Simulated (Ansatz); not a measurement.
# CH₃F₂OTa: small, medium and large basis sets

An exercise on one series of results from a longer session: the logs are not shown, and one member is left open.

Computed with Ansatz 0.2.0, Gaussian basis. Level: one geometry, several basis sets.

Plan: PBE0-D4/def2-SVP; ωB97M-V/def2-SVP; PBE0-D4/def2-QZVPP; ωB97M-V/def2-QZVPP; the functionals' def2-TZVPP values are taken from earlier runs.

## The relaxed structure

An earlier PBE0-D4 in a triple-zeta def2 set relaxation fixed the geometry. Ta takes the def2 core potential; no spin-orbit term is included.

8 atoms, charge 0, spin multiplicity 1.

Atoms are counted from 1 here; the program's logs count them from 0.

Bond lengths: C1–Ta2 2.142 Å, C1–H6 1.095 Å, C1–H7 1.094 Å, C1–H8 1.094 Å, Ta2–O3 1.710 Å, Ta2–F4 1.874 Å, Ta2–F5 1.874 Å. Angles: Ta2–C1–H6 111.2°, Ta2–C1–H7 110.2°, Ta2–C1–H8 110.2°, H6–C1–H7 108.8°, H6–C1–H8 108.8°, H7–C1–H8 107.4°, C1–Ta2–O3 103.4°, C1–Ta2–F4 107.9°, C1–Ta2–F5 107.9°, O3–Ta2–F4 109.8°, O3–Ta2–F5 109.8°, F4–Ta2–F5 117.0°.

Coordinates:

```
atom     x (Å)     y (Å)     z (Å)
  C1  -0.92987  -0.08129   0.59647
 Ta2   0.85484   0.06641  -0.57858
  O3   2.09752  -0.27869   0.54428
  F4   0.79430  -1.27037  -1.89067
  F5   1.00936   1.83677  -1.17376
  H6  -1.82028   0.11785  -0.00895
  H7  -1.01536  -1.08198   1.03116
  H8  -0.89830   0.63410   1.42406
```

Set-up of the first run:

Input file in.yaml:

```yaml
crystal:
  periodic: [false, false, false]
  atoms:
    - {symbol: C, position_ang: [-0.929874, -0.081286, 0.596465]}
    - {symbol: Ta, position_ang: [0.854835, 0.066409, -0.578582]}
    - {symbol: O, position_ang: [2.097518, -0.278686, 0.544281]}
    - {symbol: F, position_ang: [0.794302, -1.270368, -1.890674]}
    - {symbol: F, position_ang: [1.009360, 1.836771, -1.173765]}
    - {symbol: H, position_ang: [-1.820276, 0.117847, -0.008950]}
    - {symbol: H, position_ang: [-1.015364, -1.081982, 1.031161]}
    - {symbol: H, position_ang: [-0.898302, 0.634097, 1.424065]}
basis:
  gaussian: {orbitals: def2-SVP}
hamiltonian: {xc: pbe0, dispersion: d4}
output: {orbitals: {seedname: orbitals}}
```

On the command line:

```console
$ ansatz run in.yaml --threads 2 --pin off --events-out ev --progress --plain --max-ram 22528MiB --backend cpu
```

Among the steps run: PBE0-D4 in def2-SVP; ωB97M-V in def2-SVP; PBE0-D4 in def2-QZVPP; ωB97M-V in def2-QZVPP.

One of the session's tables, all rows but one given; the rest of the session is left out.

It belongs to the step «Density functionals: the series». 

| functional | basis | HOMO (eV) | LUMO (eV) |
| --- | --- | --- | --- |
| PBE0-D4 | def2-SVP | -9.20 | -1.68 |
| PBE0-D4 | def2-TZVPP | -9.20 | -1.66 |
| PBE0-D4 | def2-QZVPP | ? | ? |
| ωB97M-V | def2-SVP | -11.48 | 0.53 |
| ωB97M-V | def2-TZVPP | -11.49 | 0.55 |
| ωB97M-V | def2-QZVPP | -11.50 | 0.39 |

Q: Estimate the row for PBE0-D4, def2-QZVPP from the others.

The run gave: HOMO (eV): -9.20; LUMO (eV): -1.67.
